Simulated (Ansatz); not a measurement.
Consider a check of PAW against all-electron LAPW of Mo, space group P6/mmm (Ansatz 0.2.0, Python API).

`paw_lapw.py`:
```python
'''PAW against all-electron LAPW for Mo.'''

from dataclasses import dataclass

import ansatz as az
import numpy as np
import pandas as pd


@dataclass(frozen=True)
class Settings:
    functional: str = 'pbesol'
    mesh: tuple[int, ...] = (14, 14, 13)
    width_ev: float = 0.05


cfg = Settings()


def count_gap(report):
    # lowest empty less highest filled band, counting bands; zero where they overlap
    return max(report.get('gap_by_band_count_ev') or 0.0, 0.0)


def main() -> None:
    structure = (
        az.Lattice.of((2.73551, 0.0, 0.0), (-1.367755, 2.369021, 0.0), (0.0, 0.0, 2.555181))
        .atom('Mo', (0.0, 0.0, 0.5))
    )

    model = structure.calculation()
    model = model.functional(cfg.functional)
    model = model.kpoints(*cfg.mesh).occupations(az.OccupationsMethod.FERMI_DIRAC, width=cfg.width_ev)
    model = model.stress()
    model = model.forces().band_table()
    variants = {
        'PAW': model.pseudopotentials('paw'),
        'LAPW': model.pseudopotentials('all_electron', lapw=True),
    }
    # totals differ by the cores that each treatment holds, so compare what does not depend on them
    rows = []
    for label, variant in variants.items():
        summary = variant.run(threads=1, backend='cpu').report
        levels = np.array(summary['eigenvalues_ev'][0]) - summary['fermi_energy_ev']
        print(label, 'levels at the first k-point near E_F:', np.round(levels[np.abs(levels) < 5], 3))
        rows.append((label, summary['n_electrons'], np.trace(summary['stress_gpa']) / 3, count_gap(summary)))
    print(pd.DataFrame(rows, columns=['treatment', 'electrons in bands', 'P GPa', 'gap by band count eV']).round(4).to_string(index=False))


if __name__ == '__main__':
    main()
```

How well do the two treatments of the cores agree on the pressure?

PAW gives -3.462 GPa and LAPW -3.445 GPa, 0.017 GPa apart. They took 1.3 and 12.1 s of processor time.

The output:

```console
$ python paw_lapw.py
DeckWarning: basis.ecutwfc = 420 eV, auto-derived from the records' recommended cutoffs: set by Mo (normal level)
PAW levels at the first k-point near E_F: [-4.238 -0.847 -0.847  4.181  4.181]
LAPW levels at the first k-point near E_F: [-4.24  -0.847 -0.847  4.183  4.183]
treatment  electrons in bands   P GPa  gap by band count eV
      PAW                14.0 -3.4623                   0.0
     LAPW                32.0 -3.4454                   0.0
```
(Warnings from the package without file and line.)

What to keep in mind:
- A gap by band count of zero or less means overlapping bands, a metal.
- This isn't the structure that Mo takes at ambient conditions.
- Levels are Kohn-Sham eigenvalues on this mesh, without spin-orbit coupling.
- Pressure is positive in compression; the treatments may keep other shells as core, so totals and counts of electrons can differ.
- Timing: 16 s on 1 thread of Intel(R) Xeon(R) Processor @ 2.30GHz, with other jobs on the host, peak memory 0.69 GiB.
